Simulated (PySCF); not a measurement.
# C2H6B2ClF: the cost of one run

The runs use PySCF 2.14.0, with density-fitted response routines of our own; the level of theory stands in each step. All values are computed, except where a source is named. Atoms count from 0, in the outputs and in this text.

## (1) The starting structure

12 atoms, charge 0, multiplicity 1; geometry from: GFN2-xTB. The atoms were then displaced at random by about 0.01 Å, so the start is not that level's minimum.

Bonds of the start (Å): C0–B1 1.54, B1–C2 1.57, C2–B3 1.61, B3–F4 1.31, B3–Cl5 1.71, C0–H6 1.10, C0–H7 1.08, C0–H8 1.10, B1–H9 1.18, C2–H10 1.11, C2–H11 1.09.

## (2) Optimising the geometry at PBE0-D3(BJ)/def2-SVP

Job settings and geometry (Å):

```
{"job": {"xc": "PBE0", "basis": "def2-SVP", "d3": "d3bj", "grid": 1, "shake": 0.01, "kind": "geom"}, "charge": 0, "multiplicity": 1}
C     -1.590380     0.067830    -0.629230
B     -0.652620    -0.398790     0.499120
C      0.672400     0.392160     0.811930
B      1.854890    -0.180630    -0.113620
F      2.542620    -1.229760     0.269650
Cl     2.159140     0.423680    -1.685120
H     -2.625480     0.185600    -0.274790
H     -1.635700    -0.654740    -1.426080
H     -1.330270     1.040150    -1.077420
H     -0.894440    -1.374590     1.107370
H      0.975270     0.241620     1.868110
H      0.564250     1.459210     0.641060
```

Launch:

```console
> OMP_NUM_THREADS=1 python probes_run.py task.json out
```

One launch serves the whole session: the jobs run in the order shown.

**Question.** How long does this first job take on 1 thread of Arm Neoverse V2, shared host, and how much memory does it need?

About 52 s, with a peak of 0.51 GiB.
